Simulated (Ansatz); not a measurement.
# C4H11F2GaSi: one species, many methods

One table from this session's results is given with a row withheld; the runs are named, their logs left out.

Program: Ansatz 0.2.0, Gaussian basis. Level of theory: functionals in def2-TZVPP, the program's frozen cores in correlated methods. These are calculated values, not measurements.

Levels to be run: LDA (SPW92), PBE-D4, revPBE-D4, BLYP-D4, r2SCAN-D4, B97M-V, PBE0-D4, B3LYP-D4, r2SCANh-D4, r2SCAN0-D4, HSE06-D4, BHLYP-D4, CAM-B3LYP-D4, LC-ωPBE, ωB97X-V, ωB97M-V, B2PLYP, PBE-QIDH; CCSD(T)/def2-SVP; CCSD(T)/def2-TZVPP; MP2/def2-QZVPP; extrapolation to the limit; RPA on PBE.

### The relaxed structure

The geometry comes from an earlier relaxation with PBE0-D4 in a triple-zeta def2 set; it is a stationary point, not always the lowest conformer.

SMILES `C[Si](C)(C)[CH2][Ga]([F])[F]`, 19 atoms, charge 0, spin multiplicity 1.

Atoms are counted from 1 here; the program's logs count them from 0.

Bond lengths: C1–Si2 1.875 Å, C1–H9 1.093 Å, C1–H10 1.093 Å, C1–H11 1.095 Å, Si2–C3 1.871 Å, Si2–C4 1.869 Å, Si2–C5 1.889 Å, C3–H12 1.094 Å, C3–H13 1.093 Å, C3–H14 1.093 Å, C4–H15 1.093 Å, C4–H16 1.094 Å, C4–H17 1.093 Å, C5–Ga6 1.927 Å, C5–H18 1.093 Å, C5–H19 1.094 Å, Ga6–F7 1.748 Å, Ga6–F8 1.752 Å. Angles: Si2–C1–H9 110.8°, Si2–C1–H10 111.6°, Si2–C1–H11 112.0°, H9–C1–H10 107.6°, H9–C1–H11 106.8°, H10–C1–H11 107.8°, C1–Si2–C3 110.0°, C1–Si2–C4 110.0°, C1–Si2–C5 108.4°, C3–Si2–C4 110.9°, C3–Si2–C5 109.1°, C4–Si2–C5 108.3°, Si2–C3–H12 110.9°, Si2–C3–H13 111.2°, Si2–C3–H14 111.1°, H12–C3–H13 107.8°, H12–C3–H14 107.8°, H13–C3–H14 107.9° and more.

Set-up of the first run:

in.yaml reads:

```yaml
crystal:
  periodic: [false, false, false]
  atoms:
    - {symbol: C, position_ang: [0.934302, -0.872528, -1.313378]}
    - {symbol: Si, position_ang: [0.294217, -0.205207, 0.318209]}
    - {symbol: C, position_ang: [1.680716, -0.143376, 1.573083]}
    - {symbol: C, position_ang: [-1.115711, -1.266084, 0.935268]}
    - {symbol: C, position_ang: [-0.359929, 1.543372, 0.032178]}
    - {symbol: Ga, position_ang: [-1.548431, 1.597608, -1.484154]}
    - {symbol: F, position_ang: [-1.250125, 2.423689, -2.995879]}
    - {symbol: F, position_ang: [-3.067121, 0.727099, -1.559864]}
    - {symbol: H, position_ang: [1.397544, -1.853410, -1.176770]}
    - {symbol: H, position_ang: [1.685529, -0.210099, -1.752195]}
    - {symbol: H, position_ang: [0.131307, -1.000884, -2.047146]}
    - {symbol: H, position_ang: [2.070636, -1.145479, 1.771989]}
    - {symbol: H, position_ang: [2.510021, 0.473379, 1.217068]}
    - {symbol: H, position_ang: [1.334652, 0.274697, 2.521926]}
    - {symbol: H, position_ang: [-1.484052, -0.909447, 1.900993]}
    - {symbol: H, position_ang: [-1.956072, -1.257495, 0.235383]}
    - {symbol: H, position_ang: [-0.796165, -2.303637, 1.064191]}
    - {symbol: H, position_ang: [0.453450, 2.249035, -0.154518]}
    - {symbol: H, position_ang: [-0.914766, 1.878755, 0.913626]}
basis:
  gaussian: {orbitals: def2-TZVPP}
hamiltonian: {xc: lda}
output: {orbitals: {seedname: orbitals}}
```

Run with:

```
$ ansatz run in.yaml --threads 4 --pin off --events-out ev --progress --plain --max-ram 66560MiB --backend cuda --devices 0, --max-vram 37GiB
```

Among the steps run: LDA; PBE-D4 (GGA); revPBE-D4 (GGA); BLYP-D4 (GGA); r2SCAN-D4 (meta-GGA); B97M-V (meta-GGA); B3LYP-D4 (hybrid); r2SCANh-D4 (hybrid); r2SCAN0-D4 (hybrid); HSE06-D4 (hybrid); BHLYP-D4 (hybrid); CAM-B3LYP-D4 (range-separated); LC-ωPBE (range-separated); ωB97X-V (range-separated); ωB97M-V (range-separated); B2PLYP (double hybrid); PBE-QIDH (double hybrid).

One table of the session follows, with a row left open; its other results are not shown here.

It belongs to the step «Orbital energies across the functionals». 

| functional | HOMO (eV) | gap (eV) |
| --- | --- | --- |
| LDA (SPW92) | -7.46 | 5.55 |
| PBE-D4 | -7.28 | 5.67 |
| revPBE-D4 | -7.21 | 5.74 |
| BLYP-D4 | -7.18 | 5.57 |
| r2SCAN-D4 | -7.56 | 6.28 |
| B97M-V | -7.62 | 6.09 |
| PBE0-D4 | -8.57 | 7.84 |
| B3LYP-D4 | -8.38 | 7.30 |
| r2SCANh-D4 | -8.04 | 7.07 |
| r2SCAN0-D4 | -8.76 | 8.23 |
| HSE06-D4 | -8.17 | 7.08 |
| BHLYP-D4 | -9.78 | 9.79 |
| CAM-B3LYP-D4 | -9.94 | 10.07 |
| LC-ωPBE | ? | ? |
| ωB97X-V | -10.89 | 12.14 |
| ωB97M-V | -10.76 | 11.73 |

**Question.** Estimate the row for LC-ωPBE.

The run gave: HOMO (eV): -11.23; gap (eV): 12.69. In the column «HOMO (eV)» it is the lowest.
